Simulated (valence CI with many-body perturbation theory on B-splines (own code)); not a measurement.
# Levels and ionisation energy of Eu⁵⁶⁺

What does CI with core correlation give for the spectrum of Eu⁵⁶⁺? Levels and ionisation energy come from one run, set against NIST.

Method: configuration interaction of the valence electrons, many-body perturbation theory for a frozen closed Dirac-Fock core, no-pair Dirac Hamiltonian, B-spline basis. Code: an in-house CI+MBPT code version 3.

### 1 Starting point

* element: europium (Z = 63, A = 153)
* charge: +56
* frozen core: [He]
* start configuration of the valence electrons: 2s2 2p3
* nuclear rms radius: 5.1115 fm

### 2 The calculation

Settings, as recorded:

```ini
atom Eu  Z=63  mass_number=153  rms_radius_fm=5.1115
core [He]
valence 2s2 2p3
avg = 1
basis = M
breit = 1
cap = 40000
capref = 1200
cscale = 1
de = 0.0
dress = 0
eps = 2e-08
h = 0.27
hh = 1
l2 = 3
lcore = 6
maxit = 60
n2 = 5
natural = 1
nlev = 45
nno = [5, 5, 5, 4, 2, 1]
nroot = 26
nsp = [4, 4, 3, 2, 1, 0]
pt2 = 1
qed = 1
rpa = 1
s1 = 1
s2 = 1
s3 = 1
screen = 1
tol = 2e-05
```

Started as:

```console
$ python run_cv.py task.json out
```

task.json holds these settings.

What does the calculation give? Wanted: for each run, computed; tabulated.

As calculated:

```
                                  quantity                    computed                             tabulated
                              lowest level             2s2 2p3 ²P° 3/2          2p2<1/2> 2p<3/2> (0,3/2)°3/2
                          first excitation  2s2 2p3 ⁴S° 3/2, 657.53 eV                                     -
    ionisation energy, to 2s2 2p2 ³P J = 0                    11739 eV  11739 ± 5 eV (tabulated theoretical)
 dipole polarisability of the lowest level             0.0001660 bohr³                                     -
     hyperfine A/(μ/I) of the lowest level                  478831 MHz                                     -
no level missing from the run's list below                   7882.9 eV                                     -
```

What this shows: The ionisation energy is 0.0 eV (0.00 %) below the NIST entry, whose uncertainty is 5 eV. Of the added terms Breit moves the ionisation energy most, by -8.76 eV. The lowest level is 100 % 2s2 2p3, but only 48 % ²P° beside 27 % ²D°, so its LS name says little. Cautions: intervals between levels of different J carry noise of about a tenth of the second-order remainder, tens of cm⁻¹ or more; by estimate large intervals hold to a few tenths of a per cent, small ones and the rates on them less well.
